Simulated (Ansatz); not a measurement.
# AlAsH₃NS: basis-set convergence

Aim: see how fast density functionals converge with the basis set for AlAsH₃NS.

Method: one geometry, several basis sets; program: Ansatz 0.2.0, Gaussian basis.

Levels to be run: PBE0-D4/def2-SVP; ωB97M-V/def2-SVP; PBE0-D4/def2-QZVPP; ωB97M-V/def2-QZVPP; the functionals' def2-TZVPP values are taken from earlier runs.

### 1 The relaxed structure

The geometry comes from an earlier relaxation with PBE0-D4 in a triple-zeta def2 set; it is a stationary point, not always the lowest conformer.

SMILES `N[As]1[AlH][S]1`, 7 atoms, charge 0, spin multiplicity 1.

Atoms are counted from 1 here; the program's logs count them from 0.

Bond lengths: N1–As2 1.839 Å, N1–H5 1.011 Å, N1–H6 1.009 Å, As2–Al3 2.396 Å, As2–S4 2.402 Å, Al3–S4 2.126 Å, Al3–H7 1.572 Å. Angles: As2–N1–H5 112.9°, As2–N1–H6 119.1°, H5–N1–H6 110.0°, N1–As2–Al3 104.0°, N1–As2–S4 106.6°, Al3–As2–S4 52.6°, As2–Al3–S4 63.8°, As2–Al3–H7 154.9°, S4–Al3–H7 141.2°, As2–S4–Al3 63.6°.

### 2 PBE0-D4 in def2-SVP

Input file in.yaml:

```yaml
crystal:
  periodic: [false, false, false]
  atoms:
    - {symbol: N, position_ang: [-0.888890, 1.340933, 0.303197]}
    - {symbol: As, position_ang: [0.134717, 0.680599, -1.074053]}
    - {symbol: Al, position_ang: [1.370470, -1.108881, -0.069047]}
    - {symbol: S, position_ang: [-0.333461, -1.671251, -1.208521]}
    - {symbol: H, position_ang: [-1.828582, 1.578301, 0.016017]}
    - {symbol: H, position_ang: [-0.912327, 0.842283, 1.180093]}
    - {symbol: H, position_ang: [2.519173, -1.729884, 0.806712]}
basis:
  gaussian: {orbitals: def2-SVP}
hamiltonian: {xc: pbe0, dispersion: d4}
output: {orbitals: {seedname: orbitals}}
```

Launch:

```sh
ansatz run in.yaml --threads 2 --pin off --events-out ev --progress --plain --max-ram 4352MiB
```

Further steps of the session: ωB97M-V in def2-SVP; PBE0-D4 in def2-QZVPP; ωB97M-V in def2-QZVPP.

Before running them: what should the planned runs give, taken together? Wanted: PBE0-D4: double and triple zeta above quadruple; ωB97M-V: double and triple zeta above quadruple.

**Answer**, as computed:

| quantity | value |
| --- | --- |
| PBE0-D4: double and triple zeta above quadruple | 17.46, 1.92 eV |
| ωB97M-V: double and triple zeta above quadruple | 17.39, 1.86 eV |

In words: For PBE0-D4 the step from double to triple zeta gains 15.54 eV and the next only 1.92 eV. These are total energies; as a rule much of such shifts cancels in differences, which this series doesn't test.
